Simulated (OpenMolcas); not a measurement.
# AlCl3 (aluminium trichloride (monomer)): M06/cc-pCVDZ (RICD fitting)

Aim: the electrostatic solvation energy at fixed shape (PCM, chlorobenzene) of AlCl3 (aluminium trichloride (monomer)) at M06/cc-pCVDZ (RICD fitting), from 2 runs. 

The calculation is run with OpenMolcas 26.06.

2 further runs of the same task are left out: 1 that didn't finish, 1 set aside as unsound or not needed.

### 1 The molecule

AlCl3: 4 atoms, total charge 0, spin state singlet. As SMILES, `[Cl][Al]([Cl])[Cl]`. Geometry: a GFN2-xTB relaxation, a rough one for these elements and not checked as a minimum.

Bond lengths: Cl1–Al2 2.030 Å, Al2–Cl3 2.029 Å, Al2–Cl4 2.030 Å. Angles: Cl1–Al2–Cl3 120.0°, Cl1–Al2–Cl4 119.9°, Cl3–Al2–Cl4 120.0°.

### 2 A single-point energy at M06/cc-pCVDZ (RICD fitting)

Input file test.input:

```
&GATEWAY
  BasLib
  $CurrDir
  Coord
  4
  angstrom
  Cl      -1.119420      -0.106450       1.690130
  Al       0.000870       0.000010       0.000110
  Cl       1.690350      -1.111440      -0.170720
  Cl      -0.571800       1.217890      -1.519520
  Basis
  cc-pCVDZ
  Group
  Full
  RICD
  aCD

&SEWARD

&SCF
  KSDFT
  M06
  PrOrbitals
  1
```

The basis set cc-pCVDZ is read from a file made from the Basis Set Exchange's data (not shown).

Launch:

```
$ export MOLCAS_MEM=1860
$ pymolcas test.input > test.log
```

The log of the run:

```text
--- Start Module: gateway ---
[...]
--- Stop Module: gateway /rc=_RC_ALL_IS_WELL_ ---
--- Start Module: seward ---
[...]
      Basis functions          108
--- Stop Module: seward /rc=_RC_ALL_IS_WELL_ ---
[...]
--- Start Module: scf ---
[...]
       Convergence after  10 Iterations
[...]
::    Total KS-DFT energy                           -1623.2028120729
[...]
      Total spin, S                                     0.0000000000
[...]
      Total electronic charge=   64.000000
      Total            charge=   -0.000000
[...]
      Dipole Moment (debye):
      Origin of the operator (angstrom)=   -0.0001    0.0000   -0.0000
                   X=  7.2980E-03               Y= -7.1590E-04               Z= -1.3360E-03           Total=  7.4537E-03
      Quadrupole Moment (debye*angstrom):
[...]
--- Stop Module: scf /rc=_RC_ALL_IS_WELL_ ---
[...]
```

It took 7.8 s on 1 thread of Arm Neoverse V2, shared host.

### 3 A single-point energy at M06/cc-pCVDZ (RICD fitting, PCM chlorobenzene)

Input file test.inp:

```
* AlCl3 Kohn-Sham DFT
>>> EXPORT MOLCAS_PRINT=2

&GATEWAY
  BASLIB=$CurrDir
  COORD
  4
  angstrom
  Cl      -1.119420      -0.106450       1.690130
  Al       0.000870       0.000010       0.000110
  Cl       1.690350      -1.111440      -0.170720
  Cl      -0.571800       1.217890      -1.519520
  BASIS=cc-pCVDZ
  GROUP=Full
  RICD
  ACD
  RF-INPUT
  PCM-Model
  Solvent=chlorobenzene
  End of RF-Input

&SEWARD

&SCF
  KSDFT=M06
  PRORBITALS=1
```

The basis set cc-pCVDZ is read from a file made from the Basis Set Exchange's data (not shown).

Launch:

```
$ export MOLCAS_MEM=1860
$ pymolcas test.inp > test.log
```

The log of the run:

```text
--- Start Module: gateway ---
[...]
--- Stop Module: gateway /rc=_RC_ALL_IS_WELL_ ---
--- Start Module: seward ---
[...]
      Basis functions          108
--- Stop Module: seward /rc=_RC_ALL_IS_WELL_ ---
[...]
--- Start Module: scf ---
[...]
       Convergence after  10 Iterations
[...]
::    Total KS-DFT energy                           -1623.2140693519
[...]
      Total spin, S                                     0.0000000000
[...]
      Total electronic charge=   64.000000
      Total            charge=   -0.000000
[...]
      Dipole Moment (debye):
      Origin of the operator (angstrom)=   -0.0001    0.0000   -0.0000
                   X=  1.0524E-02               Y=  1.4966E-03               Z= -3.4474E-04           Total=  1.0635E-02
      Quadrupole Moment (debye*angstrom):
[...]
--- Stop Module: scf /rc=_RC_ALL_IS_WELL_ ---
[...]
```

It took 12 s on 1 thread of Arm Neoverse V2, shared host.

### 4 Outcome

Level: M06/cc-pCVDZ (RICD fitting).

```
                                        quantity           value
                         gas phase: total energy  -1623.20281 Eh
                          gas phase: HOMO energy        -9.30 eV
                          gas phase: LUMO energy        -1.11 eV
                        gas phase: HOMO–LUMO gap         8.19 eV
                PCM, chlorobenzene: total energy  -1623.21407 Eh
                 PCM, chlorobenzene: HOMO energy        -9.11 eV
                 PCM, chlorobenzene: LUMO energy        -0.49 eV
               PCM, chlorobenzene: HOMO–LUMO gap         8.61 eV
energy change from gas to solvent at fixed shape       -0.306 eV
```

The solvent model (PCM, chlorobenzene) lowers the energy by 0.31 eV (−29.6 kJ/mol) at the same shape. It holds the electrostatic part alone, without cavity or dispersion terms.
